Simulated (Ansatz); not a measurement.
Working through a run that restarts from a saved state of LuZr, space group P-6m2

Program: Ansatz 0.2.0, Python API.

`luzr.extxyz`
```text
2
Lattice="3.37173178 0.0 0.0 -1.68586589 2.92000537 0.0 0.0 0.0 5.26147191" Properties=species:S:1:pos:R:3 pbc="T T T"
Lu    0.00000000    0.00000000    0.00000000
Zr   -0.00000002    1.94667026    2.63073596
```

Interactive session:
```pycon
>>> import ansatz as az
>>> SMEARING = "fermi_dirac"
>>> SMEARING_WIDTH = 0.02
>>> MIXING_BETA = 0.4
>>> SCF_TOL = 1e-07
>>> system = az.Crystal.from_extxyz("luzr.extxyz")
>>> system.resolved().sites[-1]
Site(symbol='Zr', position=(0.33333332968476426, 0.6666666712328683, 0.5000000009503044), moment=None, axis=None, held=None, saved=None)
>>> setup = (
...     system.calculation()
...     .functional(az.Functional.PBESOL)
...     .pseudopotentials("nc")
...     .occupations(SMEARING, width=SMEARING_WIDTH)
...     .mixing("broyden", ndim=12, beta=MIXING_BETA)
...     .initial_density(normalization="cell")
...     .scf(tolerance=SCF_TOL, lower_state_search="off")
... )
>>> coarse = setup.kpoints(*(4, 4, 2)).checkpoint(write="state").run(threads=1, backend="cpu").report
DeckWarning: basis.ecutwfc = 1360.569312 eV, auto-derived from the records' recommended cutoffs: set by Lu (normal level)
>>> warm = setup.kpoints(*(8, 8, 4)).checkpoint(read="state").run(threads=1, backend="cpu").report
DeckWarning: basis.ecutwfc = 1360.569312 eV, auto-derived from the records' recommended cutoffs: set by Lu (normal level)
>>> cold = setup.kpoints(*(8, 8, 4)).run(threads=1, backend="cpu").report
>>> for label, data in (("coarse", coarse), ("fine, from the saved density", warm), ("fine, fresh start", cold)):
...     print(f"{label:30s} F = {data['free_energy_ev']:.5f} eV  iterations {data['n_iterations']}")
...
coarse                         F = -8083.03815 eV  iterations 11
fine, from the saved density   F = -8083.18413 eV  iterations 8
fine, fresh start              F = -8083.18413 eV  iterations 9
```

Caveats:
- These settings explore the input space; cutoff and mesh may be short of convergence.
- For a metal this k-point mesh is coarse: on a finer one energies can move by several to tens of meV an atom and pressures by half a GPa or more, differences at one mesh by less.
- The structure comes from a database of computed cells and needn't be a stable or known phase.
- Warnings are shown shortened and without file and line.
- Run time: 19 s on 1 thread of AMD EPYC 7R43 64-Core Processor (Zen 3) (shared host), peak memory 0.47 GiB.
